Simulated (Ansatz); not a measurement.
**HfH (quartet): from Hartree-Fock to the top rungs at distance Hf1–H2 = 2.065 Å, def2-TZVPP**

One table from this session's results is given with a row withheld; the runs are named, their logs left out.

Method: def2-TZVPP, core rule «outside noble gas», up to 4 orbitals frozen; program: Ansatz 0.2.0, Gaussian basis.

To be run: UHF; CCSD(T) on ROHF; CCSD(T) on UHF; CCSDT(Q) on ROHF; CCSDT(Q) on UHF; CASSCF and MRCISD+Q, 5 electrons in 5 orbitals; CASSCF and NEVPT2, 5 electrons in 5 orbitals.

33 further runs of the same task are left out: 22 for a known fault of the program, 11 that didn't finish.

### The system

The geometry derives from a PBE0/def2-TZVP stationary point (not a proven minimum). One bond is set to the value named and the two fragments are kept rigid. No spin-orbit coupling is included. Elements past krypton take def2 core potentials.

2 atoms, charge 0, spin multiplicity 4.

Atoms are counted from 1 here; the program's logs count them from 0.

Bond lengths: Hf1–H2 2.065 Å.

Set-up of the first run:

Input file in.yaml:

```yaml
crystal:
  periodic: [false, false, false]
  atoms:
    - {symbol: Hf, position_ang: [0.000000, 0.000000, 0.000000]}
    - {symbol: H, position_ang: [0.000000, 0.000000, 2.065000]}
basis:
  gaussian: {orbitals: def2-TZVPP}
magnetization: {spin_polarized: true, initial_magnetization: 3}
hamiltonian: {xc: hf}
output: {orbitals: {seedname: orbitals}}
```

Launch:

```bash
> ansatz run in.yaml --threads 1 --pin off --events-out ev --progress --plain --max-ram 4096MiB --backend cpu
```

Steps of the session up to this table: UHF; CCSD(T) on ROHF; CCSD(T) on UHF; CCSDT(Q) on ROHF; CCSDT(Q) on UHF; CASSCF and MRCISD+Q, 5 electrons in 5 orbitals; CASSCF and NEVPT2, 5 electrons in 5 orbitals.

One of the session's tables, all rows but one given; the rest of the session is left out.

```
       method  from RCCSDT(Q) (meV)
         ROHF               +1839.6
          UHF               +1725.8
         RMP2                +481.9
         UMP2                +378.5
        RCCSD                 +77.7
        UCCSD                 -18.7
     RCCSD(T)                 +29.0
     UCCSD(T)                 -66.0
       RCCSDT                     ?
       UCCSDT                 -86.4
    RCCSDT(Q)                     0
    UCCSDT(Q)                 -88.0
  CASSCF pair               +1419.4
  NEVPT2 pair                +543.7
  MRCISD pair                 +88.2
MRCISD+Q pair                 +26.2
```

Estimate the missing values for RCCSDT.

The run gave: from RCCSDT(Q) (meV): +2.9. In the column «from RCCSDT(Q) (meV)» it lies between RCCSDT(Q) (0) and MRCISD+Q pair (+26.2).

Limits of these values: Restricted and unrestricted rows rest on different reference determinants; where their highest levels disagree by more than a few hundredths of an eV, they describe different states and don't form one ladder.
